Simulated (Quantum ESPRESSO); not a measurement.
Crystal: TaAs.

```
CELL_PARAMETERS angstrom
-1.72181 1.72181 5.86794
1.72181 -1.72181 5.86794
1.72181 1.72181 -5.86794
ATOMIC_POSITIONS crystal
Ta 0.49997 0.49997 0.00000
Ta 0.24997 0.74997 0.50000
As 0.08263 0.08263 0.00000
As 0.83263 0.33263 0.50000
```

The cell is a database's computed one.

Base run:

| Quantity | Value |
| --- | --- |
| Program | Quantum ESPRESSO 7.5 |
| Functional | PBEsol |
| Potentials or basis | GBRV 1.5 PBEsol |
| Cutoff | 762 eV |
| Density cutoff | 6095 eV |
| k mesh | 11 × 11 × 11 |
| Occupations | fermi-dirac, width 0.05 eV |
| Spin | no spin polarisation |

Its results: band gap on the k mesh none (metal or under the smearing width); pressure -3.2 GPa; largest force 0.021 eV/Å.

Problem. The run is repeated on the same cell with these changes: hubbard terms from none to Ta d U = 4 eV. What comes out?

Solution. Band gap on the k mesh none (metal or under the smearing width); pressure -0.8 GPa; largest force 0.024 eV/Å.

Caveats: U without spin polarisation on a metal has little footing (some runs); the U is typed as a test and isn't derived for this compound (some runs).
